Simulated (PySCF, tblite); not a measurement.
# C₅H₁₀B₂: geometry, infrared bands and NMR shifts

Aim: predict the infrared bands and NMR shifts of C₅H₁₀B₂ (`B[C@H]1BCCC1=C`).

Computed with tblite 0.8.0 and PySCF 2.14.0, with density-fitted response routines of our own, on a single molecule in the gas phase. Atoms count from 0, in the outputs and in this text.

### 1 The starting structure

17 atoms, charge 0, multiplicity 1; geometry from: force field or distance geometry start.

Bonds of the start (Å): B0–C1 1.61, C1–B2 1.57, B2–C3 1.58, C3–C4 1.53, C4–C5 1.50, C5–C6 1.34, C5–C1 1.50, B0–H7 1.19, B0–H8 1.18, C1–H9 1.10, B2–H10 1.18, C3–H11 1.11, C3–H12 1.13, C4–H13 1.11, C4–H14 1.11, C6–H15 1.08, C6–H16 1.09.

### 2 Optimising the geometry with GFN2-xTB

What the job is given:

```
{"job": {"kind": "relax", "xc": "GFN2-xTB", "basis": "xTB"}, "charge": 0, "multiplicity": 1}
B      2.211900    -0.071500    -0.015200
C      0.780700     0.143900    -0.725200
B      0.101700    -1.256800    -0.941400
C     -1.243300    -1.357800    -0.115400
C     -1.377100    -0.017100     0.609800
C     -0.200700     0.820300     0.185900
C     -0.068400     2.104200     0.560000
H      2.244400    -0.419000     1.117300
H      3.132600    -0.362500    -0.689100
H      0.885100     0.683300    -1.673000
H      0.523100    -2.116600    -1.628800
H     -2.104700    -1.547200    -0.786900
H     -1.164300    -2.193700     0.636800
H     -2.317100     0.484500     0.295800
H     -1.374700    -0.145100     1.707500
H      0.775600     2.694700     0.244900
H     -0.811800     2.568600     1.207200
```

Command:

```
OMP_NUM_THREADS=1 python probes_run.py task.json out
```

This one command runs all jobs of the session in turn.

**Question.** This job is followed by: GFN2-xTB harmonic vibrations, gas phase; GIAO PBE0/pcSseg-1 NMR shielding, non-relativistic, gas phase. What will the session give for the following? strongest single infrared mode (GFN2-xTB); zero-point energy (GFN2-xTB); 13C shifts against TMS (PBE0/pcSseg-1); 1H shifts against TMS (PBE0/pcSseg-1, means over atoms taken as alike); 11B shifts against BF3·OEt2 (PBE0/pcSseg-1).

The runs gave:

```
                                                              quantity                                                     value
                             strongest single infrared mode (GFN2-xTB)                                     2669 cm⁻¹, 259 km/mol
                                          zero-point energy (GFN2-xTB)                                             85.2 kcal/mol
                                13C shifts against TMS (PBE0/pcSseg-1)                        168.2, 109.4, 90.0, 36.6, 33.9 ppm
1H shifts against TMS (PBE0/pcSseg-1, means over atoms taken as alike)  8.21, 7.61, 5.15, 4.85, 4.77, 3.18, 2.83, 1.88, 1.62 ppm
                           11B shifts against BF3·OEt2 (PBE0/pcSseg-1)                                            92.7, 83.6 ppm
```

The optimisation took 107 steps and gained 0.300 eV; among the close pairs (by a distance rule), B0–C1 changed most, from 1.612 to 1.568 Å. No mode is imaginary among the 45: a minimum at this level. GFN2-xTB is a fitted tight-binding method: band positions and strengths are rough. Its intensities can rank the bands wrongly. At PBE0/pcSseg-1: Shielding is most anisotropic at C5 (span 212 ppm, paramagnetic term -245 ppm).
